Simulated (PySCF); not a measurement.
**GeF⁻ (triplet) at other levels of theory**

What do other methods print for GeF⁻ (triplet)?

The runs use PySCF 2.14.0; method and basis as typed in the scripts.

2 further runs of the same task are left out: 2 that didn't finish.

## (1) The starting structure

GeF⁻ (triplet): 2 atoms, charge -1, spin multiplicity 3.

Bond lengths: Ge1–F2 1.875 Å.

## (2) Base script

input.py

```python
from pyscf import gto, scf, mp

mol = gto.M(
    atom='Ge 0 0 0; F 0 0 1.875',
    basis='cc-pvdz',
    charge=-1,
    spin=2,
    verbose=4,
)
mf = scf.UHF(mol)
mf.kernel()
mp.MP2(mf, frozen=10).kernel()
mf.dip_moment()
print('orbital energies (hartree):', [e[max(0, n-3):n+3].round(4) for e, n in zip(mf.mo_energy, mol.nelec)])
```

On the command line:

```bash
> OMP_NUM_THREADS=1 python input.py
```

The log of this run is left out.

In short: E(SCF) = -2174.789766 Eh, 11 cycles, E(MP2) − E(SCF) = -0.26249 Eh, ⟨S²⟩ = 2.023.

The bond length is a typed value, not an optimised one. The dipole of an ion depends on the origin. The triplet is typed in the script; nothing here shows that it is the ground state.

## (3) R2scan (UKS)

Variant 1 changes functional: none (Hartree–Fock) → r2scan; SCF type: UHF → UKS; step after the SCF: mp2 → analyze.

input.py

```python
from pyscf import gto, dft

mol = gto.M(
    atom='Ge 0 0 0; F 0 0 1.875',
    basis='cc-pvdz',
    charge=-1,
    spin=2,
    verbose=4,
)
mf = dft.UKS(mol, xc='r2scan')
mf.kernel()
mf.analyze()
print('orbital energies (hartree):', [e[max(0, n-3):n+3].round(4) for e, n in zip(mf.mo_energy, mol.nelec)])
```

On the command line:

```bash
> OMP_NUM_THREADS=1 python input.py
```

## (4) Stability test

Variant 2 changes step after the SCF: mp2 → stability.

Changes to input.py since step 2:

```diff
@@ -1,2 +1,2 @@
-from pyscf import gto, scf, mp
+from pyscf import gto, scf
 
@@ -11,3 +11,3 @@
 mf.kernel()
-mp.MP2(mf, frozen=10).kernel()
+mf.stability(internal=True, external=True)
 mf.dip_moment()
```

## (5) ROHF

Variant 3 changes SCF type: UHF → ROHF.

input.py

```python
from pyscf import gto, scf, mp

mol = gto.M(
    atom='Ge 0 0 0; F 0 0 1.875',
    basis='cc-pvdz',
    charge=-1,
    spin=2,
    verbose=4,
)
mf = scf.ROHF(mol)
mf.kernel()
mp.MP2(mf, frozen=10).kernel()
mf.dip_moment()
print('orbital energies (hartree):', mf.mo_energy[..., max(0, mol.nelec[1]-3):mol.nelec[0]+3].round(4))
```

**Question.** What will these runs give? Wanted: for each run, E(SCF); from base; gap, α spin; after the SCF.

**Answer**, as computed:

```csv
run,E(SCF) (hartree),from base (eV),cycles,"gap, α spin (eV)",after the SCF
base,-2174.789766,0,11,10.20,"MP2 correlation -7.143 eV, core frozen"
r2scan (UKS),-2176.773575,not comparable,10,3.20,n/a
stability test,-2174.789766,0.0000,11,10.20,stable
ROHF,-2174.785367,+0.1197,9,n/a,"MP2 correlation -7.221 eV, core frozen"
```

Total energies of different functionals can't be compared with each other; differences within one functional can. The dearest run is “r2scan (UKS)”, at 5.8 s against 1.5 s.
